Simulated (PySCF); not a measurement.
# C4H16N2OSi2: the cost of one run

The runs use PySCF 2.14.0, with density-fitted response routines of our own; the level of theory stands in each step. All values are computed, except where a source is named. Atoms count from 0, in the outputs and in this text.

## (1) Starting geometry

25 atoms, charge 0, multiplicity 1; geometry from: GFN2-xTB.

Bonds of the start (Å): C0–C1 1.53, C1–Si2 1.91, Si2–C3 1.91, Si2–C4 1.90, Si2–O5 1.63, O5–Si6 1.63, Si6–N7 1.72, Si6–N8 1.73, C0–H9 1.09, C0–H10 1.09, C0–H11 1.09, C1–H12 1.09, C1–H13 1.09, C3–H14 1.09, C3–H15 1.09, C3–H16 1.09, C4–H17 1.09, C4–H18 1.08, C4–H19 1.09, Si6–H20 1.46, N7–H21 1.01, N7–H22 1.01, N8–H23 1.01, N8–H24 1.01.

## (2) Nuclear shieldings: PBE0/pcSseg-1

Job settings and geometry (Å):

```
{"job": {"kind": "nmr", "xc": "PBE0", "basis": "pcSseg-1"}, "charge": 0, "multiplicity": 1}
C      1.533418     1.186291     1.319168
C      1.702640     0.962940    -0.180266
Si     0.611470    -0.451831    -0.860531
C      0.956325    -2.073675     0.083014
C      0.889145    -0.689197    -2.727161
O     -0.961423    -0.071156    -0.688090
Si    -2.266799     0.312211     0.210449
N     -2.611937    -0.691793     1.564073
N     -1.962737     1.861492     0.906261
H      2.126098     2.035217     1.657260
H      1.853515     0.308394     1.874901
H      0.489638     1.378761     1.551642
H      2.753198     0.761883    -0.392955
H      1.457813     1.890735    -0.699779
H      2.001463    -2.362130     0.026946
H      0.369557    -2.892320    -0.323909
H      0.695213    -1.976462     1.132866
H      0.687885     0.223316    -3.278959
H      1.912413    -0.983584    -2.935322
H      0.236807    -1.460947    -3.122589
H     -3.361844     0.155716    -0.740583
H     -2.732639    -1.677323     1.404047
H     -2.094974    -0.542914     2.415314
H     -1.633553     2.584760     0.287630
H     -2.661626     2.235761     1.525708
```

With the program's defaults for keys left out, this is: GIAO PBE0/pcSseg-1 NMR shielding, non-relativistic, gas phase.

Launch:

```console
OMP_NUM_THREADS=1 python probes_run.py task.json out
```

One launch serves the whole session: the jobs run in the order shown.

**Question.** How long does this job take on 1 thread of Arm Neoverse V1, shared host, and how much memory does it need?

About 87 s, with a peak of 1.1 GiB.
